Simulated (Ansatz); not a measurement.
# C2H8AlNO2: how energies converge with the basis set

The task here is to estimate one member of a computed series from the others.

Computed with Ansatz 0.2.0, Gaussian basis. Level: one geometry, several basis sets.

Plan: PBE0-D4/def2-SVP; ωB97M-V/def2-SVP; PBE0-D4/def2-QZVPP; ωB97M-V/def2-QZVPP; the functionals' def2-TZVPP values are taken from earlier runs.

### Structure used throughout

An earlier PBE0-D4 in a triple-zeta def2 set relaxation fixed the geometry.

SMILES `C[O][Al]([NH2])[O]C`, 14 atoms, charge 0, spin multiplicity 1.

Atoms are counted from 1 here; the program's logs count them from 0.

Bond lengths: C1–O2 1.391 Å, C1–H7 1.096 Å, C1–H8 1.096 Å, C1–H9 1.097 Å, O2–Al3 1.681 Å, Al3–N4 1.756 Å, Al3–O5 1.681 Å, N4–H10 1.005 Å, N4–H11 1.005 Å, O5–C6 1.391 Å, C6–H12 1.096 Å, C6–H13 1.097 Å, C6–H14 1.096 Å. Angles: O2–C1–H7 110.4°, O2–C1–H8 110.3°, O2–C1–H9 112.9°, H7–C1–H8 107.7°, H7–C1–H9 107.7°, H8–C1–H9 107.7°, C1–O2–Al3 139.9°, O2–Al3–N4 117.8°, O2–Al3–O5 124.4°, N4–Al3–O5 117.8°, Al3–N4–H10 124.4°, Al3–N4–H11 124.4°, H10–N4–H11 111.1°, Al3–O5–C6 139.8°, O5–C6–H12 110.4°, O5–C6–H13 112.9°, O5–C6–H14 110.3°, H12–C6–H13 107.7° and more.

Set-up of the first run:

Contents of in.yaml:

```yaml
crystal:
  periodic: [false, false, false]
  atoms:
    - {symbol: C, position_ang: [0.177164, 0.512477, 2.216654]}
    - {symbol: O, position_ang: [0.397064, -0.547853, 1.343131]}
    - {symbol: Al, position_ang: [0.261889, -0.915398, -0.291277]}
    - {symbol: N, position_ang: [0.723130, -2.528388, -0.808319]}
    - {symbol: O, position_ang: [-0.283380, 0.157513, -1.464440]}
    - {symbol: C, position_ang: [-0.747189, 1.464412, -1.576901]}
    - {symbol: H, position_ang: [-0.580180, 0.242926, 2.961512]}
    - {symbol: H, position_ang: [1.099715, 0.759920, 2.753730]}
    - {symbol: H, position_ang: [-0.165575, 1.421356, 1.706064]}
    - {symbol: H, position_ang: [1.062938, -3.247266, -0.193190]}
    - {symbol: H, position_ang: [0.682810, -2.854196, -1.758511]}
    - {symbol: H, position_ang: [-1.776399, 1.473436, -1.953333]}
    - {symbol: H, position_ang: [-0.736539, 2.004226, -0.621536]}
    - {symbol: H, position_ang: [-0.128447, 2.027536, -2.284582]}
basis:
  gaussian: {orbitals: def2-SVP}
hamiltonian: {xc: pbe0, dispersion: d4}
output: {orbitals: {seedname: orbitals}}
```

Launch:

```sh
$ ansatz run in.yaml --threads 2 --pin off --events-out ev --progress --plain --max-ram 31744MiB --backend cpu
```

Steps of the session up to this table: PBE0-D4 in def2-SVP; ωB97M-V in def2-SVP; PBE0-D4 in def2-QZVPP; ωB97M-V in def2-QZVPP.

One of the session's tables, all rows but one given; the rest of the session is left out.

It belongs to the step «Functionals by basis». 

```
functional       basis  HOMO (eV)  LUMO (eV)
   PBE0-D4    def2-SVP      -6.84       0.37
   PBE0-D4  def2-TZVPP      -7.12       0.07
   PBE0-D4  def2-QZVPP      -7.18      -0.19
   ωB97M-V    def2-SVP          ?          ?
   ωB97M-V  def2-TZVPP      -9.52       1.59
   ωB97M-V  def2-QZVPP      -9.58       1.10
```

Q: Estimate the row for ωB97M-V, def2-SVP from the others.

As computed: HOMO (eV): -9.22; LUMO (eV): 1.94. In the column «HOMO (eV)» it lies between ωB97M-V, def2-TZVPP (-9.52) and PBE0-D4, def2-QZVPP (-7.18).
